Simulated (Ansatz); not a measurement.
# CaAl2Ge2: further runs on the relaxed cell

One table from this session's results is given with a row withheld; the runs are named, their logs left out.

Computed with Ansatz 0.2.0 (DFT PBEsol, scalar-relativistic, plane waves, PAW, unless a step's input says otherwise).

### The system as given

It takes space group P-3m1 (No. 164, trigonal). Conventional cell: a = 4.165 Å, b = 4.165 Å, c = 7.037 Å, α = 90.00°, β = 90.00°, γ = 120.00°. Ca (site symmetry -3m) has 6 Ge at 3.01 Å as nearest neighbours. Al (site symmetry 3m) has 4 Ge at 2.53 to 2.62 Å as nearest neighbours. Around Ge (site symmetry 3m) lie 4 Al at 2.53 to 2.62 Å.

Structure file:

```xyz
5
Lattice="4.1645 0.0000 0.0000 -2.0823 3.6066 0.0000 0.0000 0.0000 7.0369" Properties=species:S:1:pos:R:3 pbc="T T T"
Ca    0.0000    0.0000    0.0000
Al    0.0000    2.4044    4.4303
Al    2.0823    1.2022    2.6066
Ge    0.0000    2.4044    1.8074
Ge    2.0823    1.2022    5.2294
```

It is the result of an earlier relaxation at this level (volume 21.14 Å³/atom; gap on the mesh: none (metal)).

Set-up of the first run:

File input.yaml:

```yaml
crystal:
  lattice:
    - [4.1224790243, 0.0, 0.0]
    - [-2.0612395121, 3.5701715616, 0.0]
    - [0.0, 0.0, 6.9657817645]
  atoms:
    - { symbol: Ca, position: [0.0, 0.0, 0.0] }
    - { symbol: Al, position: [0.3333333333, 0.6666666667, 0.6295830805] }
    - { symbol: Al, position: [0.6666666667, 0.3333333333, 0.3704169195] }
    - { symbol: Ge, position: [0.3333333333, 0.6666666667, 0.256850456] }
    - { symbol: Ge, position: [0.6666666667, 0.3333333333, 0.743149544] }
basis:
  ecutwfc: 420
kpoints:
  mp_grid: { grid: [12, 12, 6] }
hamiltonian:
  xc: pbesol
scf:
  occupations: { method: gaussian, width: 0.1 }
output:
  forces: true
  stress: true
  eigenvalues: true
relax:
  adjacent_minimum: "off"
  f_tol: 0.01
  max_steps: 30
  cell: { stress_tol: 0.1, fix: [volume] }
```

The run is started by

```
$ ansatz run input.yaml --threads 1 --pin off --max-ram 2560MiB --backend cpu --events-out ev --progress --plain --runs-dir out
```

Steps of the session up to this table: Point at V/V0 = 0.97; Point at V/V0 = 1.03; Volume × 0.94; Point at V/V0 = 1.06; Point at V/V0 = 0.91; Point at V/V0 = 1.10; The cell scaled to 0.88 of its volume.

One table of the session follows, with a row left open; its other results are not shown here.

It belongs to the step «Energy against volume». 

| volume (Å³/atom) | energy above the lowest point (meV/atom) | pressure (GPa) |
| --- | --- | --- |
| 18.602 | 71.6 | 10.11 |
| 19.236 | 37.9 | 6.96 |
| 19.870 | 15.9 | 4.26 |
| 20.504 | 3.7 | 1.96 |
| 21.139 | 0.0 | -0.01 |
| 21.773 | 3.5 | -1.69 |
| 22.407 | ? | ? |
| 23.252 | 34.0 | -4.70 |

Q: Estimate the row for volume (Å³/atom) = 22.407 from the others.

Worked estimate for «energy above the lowest point (meV/atom)». A straight line through the neighbours (21.773, 3.5) and (23.252, 34.0) gives 3.5 + (34.0 − 3.5) × (22.407 − 21.773) / (23.252 − 21.773) = 16.6; a parabola fitted to 3 rows on both sides gives 12.7.

**Answer.** energy above the lowest point (meV/atom): 13.1; pressure (GPa): -3.13. In «energy above the lowest point (meV/atom)» the line misses by +3.5 and the parabola by -0.4.
